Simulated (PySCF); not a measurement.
# ZrO₂: relaxation and vibrations of the singlet

Aim: relax ZrO₂ as a singlet from a end-on start, check by its vibrations whether the end is a minimum, and collect its spectrum and constants.

Program: PySCF 2.14.0. Level of theory: wB97X, basis Zr def2-SVP with ECP28, O def2-SVP, scalar-relativistic core potentials, no spin–orbit coupling, density fitting. These are calculated values, not measurements.

### 1 Starting geometry

3 atoms, charge 0, spin multiplicity 1.

Bond lengths: Zr1–O2 2.235 Å, O2–O3 1.445 Å. Angles: Zr1–O2–O3 119.9°.

```xyz
3
charge 0 multiplicity 1
Zr    0.0000    0.0000    0.0000
O     0.0000    0.0000    2.2351
O     1.2528    0.0000    2.9551
```

### 2 The SCF at the typed geometry

One driver script runs all steps and calls PySCF; scf.py shows how it sets up the SCF of each step. The optimiser is the driver's own. The state is first sought with PBE0. After this first run the driver tries any further starts and a stability analysis.

Input file scf.py:

```python
from pyscf import gto, scf, dft
mol = gto.M(atom='''
Zr     0.000000     0.000000     0.000000
O      0.000000     0.000000     2.235100
O      1.252800     0.000000     2.955100''',
    basis={'Zr': 'def2-SVP', 'O': 'def2-SVP'},
    ecp={'Zr': 'def2-SVP'},
    charge=0, spin=0)
mf = dft.RKS(mol, xc='PBE0')
mf.grids.atom_grid = (50, 194)
aux = {'Zr': 'def2-universal-JKFIT', 'O': 'def2-universal-JKFIT'}
mf = mf.density_fit(auxbasis=aux)
mf.conv_tol = 1e-08
mf.diis_space = 10
mf.max_cycle = 60
mf.init_guess = 'minao'
mf.verbose = 4
mf.kernel()
```

Command:

```bash
OMP_NUM_THREADS=2 python axn.py task.json out
```

Output (excerpt; [...] marks lines left out):

```text
[... the frontier levels of the middle cycles are left out ...]
init E= -190.786405248631
cycle= 1 E= -196.425212542013  delta_E= -5.64  |g|=  1.2  |ddm|= 4.31
  HOMO = -0.0362624564982745  LUMO = -0.00161920258949522  gap/eV = 0.94269
cycle= 2 E= -193.449146851503  delta_E= 2.98  |g|= 2.95  |ddm|= 4.31
  HOMO = -0.0468377662313086  LUMO = -0.0200398655195183  gap/eV = 0.72921
cycle= 3 E= -196.584612713549  delta_E= -3.14  |g|= 0.998  |ddm|= 3.91
cycle= 4 E= -196.702404326735  delta_E= -0.118  |g|= 0.891  |ddm|= 2.68
cycle= 5 E= -196.873463898303  delta_E= -0.171  |g|= 0.23  |ddm|= 0.696
cycle= 6 E= -196.89760659401  delta_E= -0.0241  |g|= 0.138  |ddm|= 0.921
cycle= 7 E= -196.902130796635  delta_E= -0.00452  |g|= 0.0739  |ddm|= 0.242
cycle= 8 E= -196.904632894217  delta_E= -0.0025  |g|= 0.052  |ddm|= 0.226
cycle= 9 E= -196.907051985772  delta_E= -0.00242  |g|= 0.0598  |ddm|= 0.395
cycle= 10 E= -196.90858947907  delta_E= -0.00154  |g|= 0.0524  |ddm|= 0.194
cycle= 11 E= -196.910805735502  delta_E= -0.00222  |g|= 0.0443  |ddm|= 0.298
cycle= 12 E= -196.911947485659  delta_E= -0.00114  |g|= 0.0462  |ddm|= 0.194
cycle= 13 E= -196.911656921338  delta_E= 0.000291  |g|= 0.0408  |ddm|= 0.0823
cycle= 14 E= -196.911114064101  delta_E= 0.000543  |g|= 0.0359  |ddm|= 0.117
[... 11 cycles left out ...]
cycle= 26 E= -196.914209733808  delta_E= -0.00252  |g|= 0.098  |ddm|= 0.0924
cycle= 27 E= -196.915457014736  delta_E= -0.00125  |g|= 0.0196  |ddm|= 0.596
cycle= 28 E= -196.91619091746  delta_E= -0.000734  |g|= 0.074  |ddm|= 0.771
cycle= 29 E= -196.917814990679  delta_E= -0.00162  |g|= 0.0116  |ddm|= 0.177
cycle= 30 E= -196.918067540215  delta_E= -0.000253  |g|= 0.0156  |ddm|= 0.202
cycle= 31 E= -196.918177553851  delta_E= -0.00011  |g|= 0.00225  |ddm|= 0.05
cycle= 32 E= -196.918191659139  delta_E= -1.41e-05  |g|= 0.00326  |ddm|= 0.038
cycle= 33 E= -196.918193784323  delta_E= -2.13e-06  |g|= 0.00385  |ddm|= 0.0166
cycle= 34 E= -196.918200795868  delta_E= -7.01e-06  |g|= 0.000423  |ddm|= 0.0138
cycle= 35 E= -196.918201090139  delta_E= -2.94e-07  |g|= 0.00113  |ddm|= 0.00947
cycle= 36 E= -196.91820132603  delta_E= -2.36e-07  |g|= 0.000769  |ddm|= 0.00582
cycle= 37 E= -196.918201730879  delta_E= -4.05e-07  |g|= 0.000152  |ddm|= 0.00556
cycle= 38 E= -196.918201736786  delta_E= -5.91e-09  |g|= 0.000124  |ddm|= 0.000812
cycle= 39 E= -196.918201743697  delta_E= -6.91e-09  |g|= 5.6e-05  |ddm|= 0.000972
  HOMO = -0.214693227698497  LUMO = -0.1487843982473  gap/eV = 1.79347
Extra cycle  E= -196.918201686128  delta_E= 5.76e-08  |g|= 0.000448  |ddm|= 0.000509
converged SCF energy = -196.918201686128
```

This step, with its further starts and checks, ran for 4.5 s (2 threads of Arm Neoverse V2, shared host).

The starts that the driver tried:

```tsv
start	energy (Eh)
the minimal-basis guess	-196.918202
a thermally smeared density	-196.918202
a smeared PBE density	-196.918202
```

The test of internal stability and the other starts found no lower closed-shell solution.

### 3 Relaxing the singlet from the end-on start

The program finds Cs symmetry in the start, which this walk keeps.

scf.py, as its differences from that of step 2:

```diff
@@ -3,3 +3,3 @@
-Zr     0.000000     0.000000     0.000000
-O      0.000000     0.000000     2.235100
-O      1.252800     0.000000     2.955100''',
+Zr    -0.164392     0.000000    -0.681054
+O     -0.164392     0.000000     1.554046
+O      1.088408     0.000000     2.274046''',
@@ -9 +9 @@
-mf = dft.RKS(mol, xc='PBE0')
+mf = dft.RKS(mol, xc='WB97X')
@@ -16 +15,0 @@
-mf.init_guess = 'minao'
```

Energy and gradient, step by step:

```tsv
step	energy (Eh)	change (kJ/mol)	largest symmetric gradient (Eh/bohr)
0	-197.028799	0.00	0.10843
1	-197.079476	-133.05	0.08479
2	-197.090169	-161.13	0.14554
3	-197.105734	-202.00	0.05023
4	-197.113042	-221.18	0.02722
5	-197.118212	-234.76	0.05185
6	-197.122132	-245.05	0.03595
7	-197.124848	-252.18	0.03832
8	-197.126199	-255.72	0.00892
9	-197.126348	-256.12	0.00163
10	-197.126361	-256.15	0.00054
11	-197.126361	-256.15	0.00004
```

The walk took 14 s.

Positions (Å) and forces (eV/Å) along the way:

```
step 0
Zr  -0.164   0.000  -0.681   0.301   0.000   5.577
O   -0.164   0.000   1.554   3.437   0.000  -2.879
O    1.088   0.000   2.274  -3.738   0.000  -2.698
step 1
Zr  -0.155   0.000  -0.545   0.153   0.000   4.359
O   -0.085   0.000   1.487  -0.079   0.000  -4.319
O    0.999   0.000   2.205  -0.074   0.000  -0.040
step 6
Zr  -0.308   0.000  -0.451  -0.466   0.000  -0.698
O    0.195   0.000   1.221   1.522   0.000   1.848
O    0.874   0.000   2.377  -1.056   0.000  -1.150
step 11
Zr  -0.356   0.000  -0.439   0.007   0.000  -0.002
O    0.314   0.000   1.200  -0.002   0.000  -0.002
O    0.801   0.000   2.386  -0.005   0.000   0.004
```

After 11 steps and 256.1 kJ/mol it ends at C∞v: O–O 1.283 Å, Zr–O 1.771 Å; O–O–Zr 179.9°.

### 4 Frequencies

The point is checked on the finer grid, and tightened if its gradient asks for it. The Hessian and the dipole derivatives come from central differences of analytic gradients, with steps of 0.02 bohr.

scf.py, as its differences from that of step 3:

```diff
@@ -3,3 +3,3 @@
-Zr    -0.164392     0.000000    -0.681054
-O     -0.164392     0.000000     1.554046
-O      1.088408     0.000000     2.274046''',
+Zr    -0.239622     0.000000    -0.585337
+O      0.430947     0.000000     1.052699
+O      0.916878     0.000000     2.239710''',
@@ -10 +10 @@
-mf.grids.atom_grid = (50, 194)
+mf.grids.atom_grid = (75, 302)
@@ -13 +13 @@
-mf.conv_tol = 1e-08
+mf.conv_tol = 1e-10
```

This SCF starts from the last density.

SCF at the final geometry:

```text
init E= -197.119686036362
  HOMO = -0.277360139515132  LUMO = -0.0343276006674572  gap/eV = 6.61325
cycle= 1 E= -197.119686036349  delta_E= 1.38e-11  |g|= 8.65e-06  |ddm|= 1.06e-05
  HOMO = -0.277361367370322  LUMO = -0.0343294940834166  gap/eV = 6.61323
Extra cycle  E= -197.119686036283  delta_E= 6.59e-11  |g|= 1.89e-05  |ddm|= 2.35e-05
converged SCF energy = -197.119686036283
```

The whole step took 14 s.

Geometry: C∞v; O–O 1.283 Å, Zr–O 1.770 Å; O–O–Zr 180.0°.

Modes, for the most abundant isotopes:

```tsv
symmetry	ω (cm⁻¹)	IR (km/mol)	μ (u)
π	293	7.1	16.30
σ+	639	46.1	20.06
σ+	1271	273	16.21
```

Every mode is real; the point is a minimum.

Constants and moments:

```yaml
Dipole_moment: 5.96 D
Highest_occupied_level: -7.55 eV
Lowest_empty_level: -0.93 eV
Rotational_constants: 0.1121 cm⁻¹
Zero-point_energy: 14.9 kJ/mol
Principal_polarisabilities: 94.5, 94.5, 127.2 bohr³
Atomisation_energy_without_zero-point_energy: 735 kJ/mol
Principal_traceless_quadrupole_moments_about_the_centre_of_mass: -7.77, 3.89, 3.89 D Å
Entropy_at_298.15_K_and_1_bar: 253.6 J/(mol K)
Heat_capacity_Cp_at_298.15_K: 47.9 J/(mol K)
Enthalpy_at_298.15_K_above_0_K: 11.33 kJ/mol
Rotational_symmetry_number: 1
```

Charges (e) and bond orders:

```csv
atom,Mulliken,Löwdin,polar tensor,Mayer order to Zr1
Zr1,0.39,0.18,0.50,–
O2,-0.07,0.15,0.23,1.76
O3,-0.32,-0.33,-0.73,0.62
```

Outer orbital energies (eV). occupied: -33.98, -23.66, -15.65, -15.65, -15.51, -8.26, -8.26, -7.55; empty: -0.93, -0.93, -0.49, -0.40.

Mulliken populations on Zr1 (outside its core potential): s 3.64, p 6.13, d 1.77, f 0.06.

### 5 A spin-polarised start

A stability analysis found the closed shell of the lowest minimum unstable towards spin polarisation, so the unrestricted solution is followed.

The program finds C∞v symmetry in the start, which may break. Threshold on the gradient: 0.0003 Eh/bohr, with a further test on the energy change.

scf.py, as its differences from that of step 4:

```diff
@@ -3,3 +3,3 @@
-Zr    -0.239622     0.000000    -0.585337
-O      0.430947     0.000000     1.052699
-O      0.916878     0.000000     2.239710''',
+Zr    -0.239747     0.000000    -0.585643
+O      0.430822     0.000000     1.052393
+O      0.916753     0.000000     2.239405''',
@@ -9,2 +9,2 @@
-mf = dft.RKS(mol, xc='WB97X')
-mf.grids.atom_grid = (75, 302)
+mf = dft.UKS(mol, xc='WB97X')
+mf.grids.atom_grid = (50, 194)
@@ -13 +13 @@
-mf.conv_tol = 1e-10
+mf.conv_tol = 1e-08
```

Energy and gradient, step by step:

```tsv
step	energy (Eh)	change (kJ/mol)	largest gradient (Eh/bohr)
0	-197.127097	0.00	0.00340
1	-197.127122	-0.06	0.00047
2	-197.127122	-0.06	0.00002
```

The walk took 4.4 s.

End point (C∞v, 2 steps, 0.1 kJ/mol gained): O–O 1.286 Å, Zr–O 1.774 Å; O–O–Zr 179.9°.

### 6 Frequencies

As before: finer grid, then central differences.

scf.py, as its differences from that of step 5:

```diff
@@ -3,3 +3,3 @@
-Zr    -0.239747     0.000000    -0.585643
-O      0.430822     0.000000     1.052393
-O      0.916753     0.000000     2.239405''',
+Zr    -0.240103     0.000001    -0.586598
+O      0.431642    -0.000001     1.054546
+O      0.918830    -0.000003     2.244800''',
@@ -10 +10 @@
-mf.grids.atom_grid = (50, 194)
+mf.grids.atom_grid = (75, 302)
@@ -13 +13 @@
-mf.conv_tol = 1e-08
+mf.conv_tol = 1e-10
```

Log of the central SCF (cycles and frontier levels):

```text
init E= -197.120461355224
[... the frontier-level lines of each cycle are left out ...]
cycle= 1 E= -197.120461355137  delta_E= 8.67e-11  |g|= 1.58e-05  |ddm|= 2.06e-05
cycle= 2 E= -197.120461354703  delta_E= 4.35e-10  |g|= 3.46e-05  |ddm|= 4.28e-05
cycle= 3 E= -197.120461355261  delta_E= -5.58e-10  |g|= 7.99e-07  |ddm|= 2.91e-05
cycle= 4 E= -197.120461355264  delta_E= -2.84e-12  |g|= 7.32e-07  |ddm|= 2.98e-06
Extra cycle  E= -197.120461355267  delta_E= -3.41e-12  |g|= 7.21e-07  |ddm|= 3.77e-06
converged SCF energy = -197.120461355267  <S^2> = 0.26593992  2S+1 = 1.4365792
```

The whole step ran for 27 s (2 threads of Arm Neoverse V2, shared host).

Geometry: C∞v; O–O 1.286 Å, Zr–O 1.773 Å; O–O–Zr 180.0°.

Modes, for the most abundant isotopes:

| ω (cm⁻¹) | IR (km/mol) | μ (u) |
| --- | --- | --- |
| 279 | 4.3 | 16.30 |
| 287 | 4.3 | 16.30 |
| 626 | 78.3 | 20.04 |
| 1255 | 289 | 16.22 |

Every mode is real; the point is a minimum.

Here the density breaks the symmetry of the frame, and no labels are given; pairs that should be degenerate can split.

Properties at this point:

| Property | Result |
| --- | --- |
| Dipole moment | 6.30 D |
| Highest occupied level | -7.60 eV |
| Lowest empty level | -0.93 eV |
| Rotational constants | 0.1116 cm⁻¹ |
| Zero-point energy | 14.6 kJ/mol |
| Principal polarisabilities | 93.1, 93.1, 133.4 bohr³ |
| Atomisation energy without zero-point energy | 738 kJ/mol |
| Principal traceless quadrupole moments about the centre of mass | -8.07, 4.04, 4.04 D Å |
| Entropy at 298.15 K and 1 bar | 254.2 J/(mol K) |
| Heat capacity Cp at 298.15 K | 48.2 J/(mol K) |
| Enthalpy at 298.15 K above 0 K | 11.42 kJ/mol |
| Rotational symmetry number | 1 |
| Spin squared ⟨S²⟩ | 0.266 |

Charges (e) and bond orders:

```csv
atom,Mulliken,Löwdin,polar tensor,spin (Mulliken),Mayer order to Zr1
Zr1,0.41,0.20,0.62,0.00,–
O2,-0.08,0.14,0.20,0.00,1.75
O3,-0.33,-0.34,-0.81,0.00,0.60
```

Mulliken populations on Zr1 (outside its core potential): s 3.53, p 6.13, d 1.86, f 0.06.

### 7 The points found, side by side

| spin | group | bonds | imaginary modes (cm⁻¹) | ΔE (kJ/mol) | with zero-point energy |
| --- | --- | --- | --- | --- | --- |
| broken-symmetry (Ms = 0) | C∞v (density of lower symmetry) | O–O 1.286 Å, Zr–O 1.773 Å | none | 0.0 | 0.0 |
| singlet | C∞v | O–O 1.283 Å, Zr–O 1.770 Å | none | 2.0 | 2.3 |

### 8 Summary of results

```
                                          quantity                                     value
                                           minimum             broken-symmetry (Ms = 0), C∞v
                                          geometry  O–O 1.286 Å, Zr–O 1.773 Å; O–O–Zr 180.0°
                                wavenumbers (cm⁻¹)                       279, 287, 626, 1255
                                     dipole moment                                    6.30 D
highest occupied, lowest empty level (either spin)                           -7.60, -0.93 eV
                        polar-tensor charge of Zr1                                   +0.62 e
                                 zero-point energy                               14.6 kJ/mol
                               entropy at 298.15 K                           254.2 J/(mol K)
         atomisation energy (no zero-point energy)                                738 kJ/mol
                                              ⟨S²⟩                                     0.266
```

What this shows: From Cs at the start the molecule goes to a C∞v minimum. The strongest infrared band lies at 1255 cm⁻¹. With 6.3 D the molecule is strongly polar. Only this shape and spin were tried, so other structures or states may lie lower. The determinant is spin-contaminated (⟨S²⟩ = 0.27, pure value 0.00). The SCF density has lower symmetry than the nuclear frame.

The search up to here took 65 s.
